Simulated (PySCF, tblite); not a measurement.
**C₆H₁₀Si: geometry, infrared bands and NMR shifts**

Aim: predict the infrared bands and NMR shifts of C₆H₁₀Si (`C1=C[C@H]2C[C@H](C2)[SiH2]1`).

Programs: tblite 0.8.0 and PySCF 2.14.0, with density-fitted response routines of our own. Each step states its level of theory. These are calculated values for one molecule in the gas phase, unless marked as measured. Atoms are numbered from 0 throughout.

## Step 1: Starting geometry

17 atoms, charge 0, multiplicity 1; geometry from: force field or distance geometry start.

Bonds of the start (Å): C0–C1 1.36, C1–C2 1.50, C2–C3 1.56, C3–C4 1.58, C4–C5 1.56, C4–Si6 2.04, Si6–C0 1.86, C5–C2 1.56, C0–H7 1.08, C1–H8 1.08, C2–H9 1.11, C3–H10 1.09, C3–H11 1.10, C4–H12 1.09, C5–H13 1.10, C5–H14 1.09, Si6–H15 1.50, Si6–H16 1.48.

## Step 2: Relaxing the molecule with GFN2-xTB

What the job is given:

```
{"job": {"kind": "relax", "xc": "GFN2-xTB", "basis": "xTB"}, "charge": 0, "multiplicity": 1}
C      1.600200     0.903800     0.132300
C      0.528100     1.515300    -0.449500
C     -0.785200     0.800200    -0.568600
C     -0.722500    -0.637100    -1.171900
C     -0.488000    -1.137900     0.308300
C     -1.320500     0.114500     0.732000
Si     1.467400    -0.833200     0.788200
H      2.558800     1.398700     0.243000
H      0.614000     2.521600    -0.820800
H     -1.534500     1.449900    -1.056900
H      0.058800    -0.847900    -1.902400
H     -1.676300    -0.993900    -1.587900
H     -0.839100    -2.127100     0.599600
H     -1.056500     0.589500     1.684600
H     -2.402500    -0.052100     0.735400
H      1.646600    -0.883200     2.275700
H      2.344200    -1.769000     0.048900
```

On the command line:

```
OMP_NUM_THREADS=1 python probes_run.py task.json out
```

The driver reads the jobs from task.json and runs them one after another.

**Question.** This job is followed by: GFN2-xTB harmonic vibrations, gas phase; GIAO PBE0/pcSseg-1 NMR shielding, non-relativistic, gas phase. What will the session give for the following? strongest single infrared mode (GFN2-xTB); zero-point energy (GFN2-xTB); 13C shifts against TMS (PBE0/pcSseg-1, means over atoms taken as alike); 1H shifts against TMS (PBE0/pcSseg-1, means over atoms taken as alike); 29Si shifts against TMS (PBE0/pcSseg-1).

**Answer**, as computed:

| quantity | value |
| --- | --- |
| strongest single infrared mode (GFN2-xTB) | 2222 cm⁻¹, 503 km/mol |
| zero-point energy (GFN2-xTB) | 86.7 kcal/mol |
| 13C shifts against TMS (PBE0/pcSseg-1, means over atoms taken as alike) | 172.0, 122.3, 37.0, 37.0, 17.3 ppm |
| 1H shifts against TMS (PBE0/pcSseg-1, means over atoms taken as alike) | 7.87, 5.87, 4.59, 2.64, 2.53, 1.85, 1.79 ppm |
| 29Si shifts against TMS (PBE0/pcSseg-1) | -43.5 ppm |

In words: The optimisation took 29 steps and gained 0.370 eV; among the close pairs (by a distance rule), C4–Si6 changed most, from 2.036 to 1.900 Å. No mode is imaginary among the 45: a minimum at this level. The strongest single mode, at 2222 cm⁻¹, moves mainly H15 and H16. GFN2-xTB is a fitted tight-binding method: band positions and strengths are rough. Its intensities can rank the bands wrongly. At PBE0/pcSseg-1: The widest tensor belongs to C1: span 267 ppm, with a paramagnetic part of -236 ppm.
